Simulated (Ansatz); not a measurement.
# Pb: strong compression

Aim: compress Pb (fcc type) step by step, far beyond the usual range, and follow pressure and electronic structure. The runs shown use LAPW, crystal datasets and norm-conserving. Companion runs by PAW are cited. Its runs: the reference run (LAPW); volume scaled by 1 (crystal datasets and norm-conserving); volume scaled by 0.88 (LAPW); volume scaled by 0.78 (LAPW and crystal datasets); volume scaled by 0.68 (LAPW); volume scaled by 0.58 (LAPW); volume scaled by 0.5 (LAPW); volume scaled by 0.43 (LAPW, crystal datasets and norm-conserving).

Program: Ansatz 0.2.0. Level of theory: DFT PBE, with the methods named in each step. These are calculated values, not measurements.

**1. The structure to begin with**

The structure is cubic, space group Fm-3m (No. 225). The conventional cell has a = 5.041 Å, b = 5.041 Å, c = 5.041 Å, α = 90.00°, β = 90.00°, γ = 90.00°. Pb (site symmetry m-3m) is surrounded by 12 Pb at 3.56 Å.

Structure file:

```cif
data_structure
_symmetry_space_group_name_H-M 'P 1'
_symmetry_Int_Tables_number 1
_cell_length_a 3.5642
_cell_length_b 3.5642
_cell_length_c 3.5642
_cell_angle_alpha 60.000
_cell_angle_beta 60.000
_cell_angle_gamma 60.000
_cell_volume 32.02
loop_
_atom_site_label
_atom_site_type_symbol
_atom_site_fract_x
_atom_site_fract_y
_atom_site_fract_z
_atom_site_occupancy
Pb1 Pb 0.00000 0.00000 0.00000 1
```

Whether this phase is the stable one at these pressures isn't tested.

**2. The reference volume, LAPW**

Input file input.yaml:

```yaml
crystal:
  lattice:
    - [0.0, 2.5202669202, 2.5202669202]
    - [2.5202669202, 0.0, 2.5202669202]
    - [2.5202669202, 2.5202669202, 0.0]
  atoms:
    - { symbol: Pb, position: [0.0, 0.0, 0.0] }
kpoints:
  mp_grid: { grid: [14, 14, 14] }
  band_path:
    path:
      - [0.0, 0.0, 0.0]
      - [0.5, 0.0, 0.5]
      - [0.625, 0.25, 0.625]
      - [0.375, 0.375, 0.75]
      - [0.0, 0.0, 0.0]
      - [0.5, 0.5, 0.5]
      - [0.5, 0.25, 0.75]
      - [0.5, 0.0, 0.5]
    npoints: 14
scf:
  occupations: { method: fermi_dirac, width: 0.05 }
hamiltonian:
  xc: pbe
  pseudopotentials: { kind: all_electron, lapw: { basis_error: 0.001 } }
output:
  forces: true
  stress: true
  eigenvalues: true
  populations: true
  dos: { projected: true, de: 0.2, e_range: [-14, 8] }
```

The run is started by

```sh
$ ansatz run input.yaml --threads 1 --pin off --max-ram 2048MiB --backend cpu --events-out ev --progress --plain --runs-dir out
```

**3. Volume scaled by 1, crystal datasets**

Input file input.yaml:

```yaml
crystal:
  lattice:
    - [0.0, 2.5202669202, 2.5202669202]
    - [2.5202669202, 0.0, 2.5202669202]
    - [2.5202669202, 2.5202669202, 0.0]
  atoms:
    - { symbol: Pb, position: [0.0, 0.0, 0.0] }
kpoints:
  mp_grid: { grid: [14, 14, 14] }
scf:
  occupations: { method: fermi_dirac, width: 0.05 }
hamiltonian:
  xc: pbe
  pseudopotentials: { kind: all_electron, datasets: crystal }
output:
  forces: true
  stress: true
  eigenvalues: true
```

**4. Volume scaled by 1, norm-conserving**

Changes to input.yaml since step 3:

```diff
@@ -13,3 +13,3 @@
   xc: pbe
-  pseudopotentials: { kind: all_electron, datasets: crystal }
+  pseudopotentials: { kind: nc }
 output:
```

**5. Volume scaled by 0.88, LAPW**

Input file input.yaml:

```yaml
crystal:
  lattice:
    - [0.0, 2.4151313933, 2.4151313933]
    - [2.4151313933, 0.0, 2.4151313933]
    - [2.4151313933, 2.4151313933, 0.0]
  atoms:
    - { symbol: Pb, position: [0.0, 0.0, 0.0] }
kpoints:
  mp_grid: { grid: [14, 14, 14] }
scf:
  occupations: { method: fermi_dirac, width: 0.05 }
hamiltonian:
  xc: pbe
  pseudopotentials: { kind: all_electron, lapw: { basis_error: 0.001 } }
output:
  forces: true
  stress: true
  eigenvalues: true
  populations: true
```

**6. Volume scaled by 0.78, LAPW**

Changes to input.yaml since step 5:

```diff
@@ -2,5 +2,5 @@
   lattice:
-    - [0.0, 2.4151313933, 2.4151313933]
-    - [2.4151313933, 0.0, 2.4151313933]
-    - [2.4151313933, 2.4151313933, 0.0]
+    - [0.0, 2.3199470532, 2.3199470532]
+    - [2.3199470532, 0.0, 2.3199470532]
+    - [2.3199470532, 2.3199470532, 0.0]
   atoms:
```

**7. Volume scaled by 0.78, crystal datasets**

Changes to input.yaml since step 6:

```diff
@@ -13,3 +13,3 @@
   xc: pbe
-  pseudopotentials: { kind: all_electron, lapw: { basis_error: 0.001 } }
+  pseudopotentials: { kind: all_electron, datasets: crystal }
 output:
@@ -18,2 +18 @@
   eigenvalues: true
-  populations: true
```

**8. Volume scaled by 0.68, LAPW**

Input file input.yaml:

```yaml
crystal:
  lattice:
    - [0.0, 2.2162368752, 2.2162368752]
    - [2.2162368752, 0.0, 2.2162368752]
    - [2.2162368752, 2.2162368752, 0.0]
  atoms:
    - { symbol: Pb, position: [0.0, 0.0, 0.0] }
kpoints:
  mp_grid: { grid: [14, 14, 14] }
scf:
  occupations: { method: fermi_dirac, width: 0.05 }
hamiltonian:
  xc: pbe
  pseudopotentials: { kind: all_electron, lapw: { basis_error: 0.001 } }
output:
  forces: true
  stress: true
  eigenvalues: true
  populations: true
```

**9. Volume scaled by 0.58, LAPW**

Changes to input.yaml since step 8:

```diff
@@ -2,5 +2,5 @@
   lattice:
-    - [0.0, 2.2162368752, 2.2162368752]
-    - [2.2162368752, 0.0, 2.2162368752]
-    - [2.2162368752, 2.2162368752, 0.0]
+    - [0.0, 2.1017894301, 2.1017894301]
+    - [2.1017894301, 0.0, 2.1017894301]
+    - [2.1017894301, 2.1017894301, 0.0]
   atoms:
```

**10. Volume scaled by 0.5, LAPW**

Changes to input.yaml since step 9:

```diff
@@ -2,5 +2,5 @@
   lattice:
-    - [0.0, 2.1017894301, 2.1017894301]
-    - [2.1017894301, 0.0, 2.1017894301]
-    - [2.1017894301, 2.1017894301, 0.0]
+    - [0.0, 2.0003371801, 2.0003371801]
+    - [2.0003371801, 0.0, 2.0003371801]
+    - [2.0003371801, 2.0003371801, 0.0]
   atoms:
```

**11. Volume scaled by 0.43, LAPW**

Input file input.yaml:

```yaml
crystal:
  lattice:
    - [0.0, 1.9022577303, 1.9022577303]
    - [1.9022577303, 0.0, 1.9022577303]
    - [1.9022577303, 1.9022577303, 0.0]
  atoms:
    - { symbol: Pb, position: [0.0, 0.0, 0.0] }
kpoints:
  mp_grid: { grid: [14, 14, 14] }
  band_path:
    path:
      - [0.0, 0.0, 0.0]
      - [0.5, 0.0, 0.5]
      - [0.625, 0.25, 0.625]
      - [0.375, 0.375, 0.75]
      - [0.0, 0.0, 0.0]
      - [0.5, 0.5, 0.5]
      - [0.5, 0.25, 0.75]
      - [0.5, 0.0, 0.5]
    npoints: 8
scf:
  occupations: { method: fermi_dirac, width: 0.05 }
hamiltonian:
  xc: pbe
  pseudopotentials: { kind: all_electron, lapw: { basis_error: 0.001 } }
output:
  forces: true
  stress: true
  eigenvalues: true
  populations: true
  dos: { projected: true, de: 0.2, e_range: [-14, 8] }
```

**12. Volume scaled by 0.43, crystal datasets**

Input file input.yaml:

```yaml
crystal:
  lattice:
    - [0.0, 1.9022577303, 1.9022577303]
    - [1.9022577303, 0.0, 1.9022577303]
    - [1.9022577303, 1.9022577303, 0.0]
  atoms:
    - { symbol: Pb, position: [0.0, 0.0, 0.0] }
kpoints:
  mp_grid: { grid: [14, 14, 14] }
scf:
  occupations: { method: fermi_dirac, width: 0.05 }
hamiltonian:
  xc: pbe
  pseudopotentials: { kind: all_electron, datasets: crystal }
output:
  forces: true
  stress: true
  eigenvalues: true
```

**13. Volume scaled by 0.43, norm-conserving**

Changes to input.yaml since step 12:

```diff
@@ -13,3 +13,3 @@
   xc: pbe
-  pseudopotentials: { kind: all_electron, datasets: crystal }
+  pseudopotentials: { kind: nc }
 output:
```

(Steps that only read results are left out.)

What does the calculation give? Wanted: LAPW pressure at 0.43 of the volume; PAW pressure at 0.43 of the volume; PAW; crystal datasets pressure at 0.43 of the volume; norm-conserving pressure at 0.43 of the volume; fitted bulk modulus at zero pressure.

**Answer**, as computed:

| quantity | value |
| --- | --- |
| LAPW pressure at 0.43 of the volume | 266.0 GPa |
| PAW pressure at 0.43 of the volume | 266.3 GPa |
| PAW (partial_waves polarizable) pressure at 0.43 of the volume | 266.3 GPa |
| crystal datasets pressure at 0.43 of the volume | 266.0 GPa |
| norm-conserving pressure at 0.43 of the volume | 267.3 GPa |
| fitted bulk modulus at zero pressure (LAPW) | 40 GPa |
| its pressure derivative | 4.78 |

In words: By LAPW the pressure climbs to 266 GPa at 0.43 of the first volume. One third-order Birch-Murnaghan curve follows these points (B₀ = 40 GPa, B′ = 4.78, misfit at most 0.08 GPa). A fit over so wide a range leans to the high pressures, so B₀ can be off by several per cent. Where LAPW's pressure is over 3 GPa, PAW's departs from it by at most 0.2 %, at 0.88 of the volume. The ions are at rest, and the electrons smeared by 0.05 eV. Spin-orbit coupling is left out, though the cell holds Pb; in elements this heavy it can shift bands and gaps by tenths of an eV.
